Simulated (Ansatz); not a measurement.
# AlF2H3OSi: the cost of one run

Method: RKS r2SCAN-D4/STO-3G, in Ansatz 0.2.0.

## 1. The system as given

Bond lengths: Al1–O2 1.780 Å, O2–Si3 1.680 Å, Si3–H4 1.460 Å, Si3–H5 1.460 Å, Si3–H6 1.460 Å, Al1–F7 1.690 Å, Al1–F8 1.690 Å. Angles: Al1–O2–Si3 125.0°, O2–Al1–F7 120.0°, O2–Al1–F8 120.0°, F7–Al1–F8 120.0°, O2–Si3–H4 109.5°, O2–Si3–H5 109.5°, O2–Si3–H6 109.5°, H4–Si3–H5 109.4°, H4–Si3–H6 109.4°, H5–Si3–H6 109.4°.

As a file:

```xyz
8

Al    0.0000    0.0000    0.0000
O     0.0000    0.0000    1.7800
Si   -1.3147   -0.4067    2.7436
H    -2.2390   -1.2403    1.9804
H    -0.8506   -1.1432    3.9157
H    -1.9987    0.8095    3.1733
F     1.4635    0.0000   -0.8450
F    -1.4635    0.0000   -0.8450
```

## 2. Preparing the start

input.yaml

```yaml
crystal:
  periodic: [false, false, false]
  atoms:
    - { symbol: Al, position_ang: [0.0, 0.0, 0.0] }
    - { symbol: O, position_ang: [0.0, 0.0, 1.78] }
    - { symbol: Si, position_ang: [-1.3147, -0.4067, 2.7436] }
    - { symbol: H, position_ang: [-2.239, -1.2403, 1.9804] }
    - { symbol: H, position_ang: [-0.8506, -1.1432, 3.9157] }
    - { symbol: H, position_ang: [-1.9987, 0.8095, 3.1733] }
    - { symbol: F, position_ang: [1.4635, 0.0, -0.845] }
    - { symbol: F, position_ang: [-1.4635, 0.0, -0.845] }
basis:
  gaussian: { orbitals: STO-3G }
hamiltonian:
  xc: r2scan
  dispersion: d4
relax:
  f_tol: 0.02
  max_steps: 40
```

Started as:

```sh
$ ansatz run input.yaml --threads 1 --pin off --max-ram 2048MiB --backend cpu --events-out ev --progress --plain --runs-dir out
```

Q: Estimate wall time and peak memory on 1 thread of Arm Neoverse V2, shared host.

About 34 s, with a peak of 0.16 GiB.
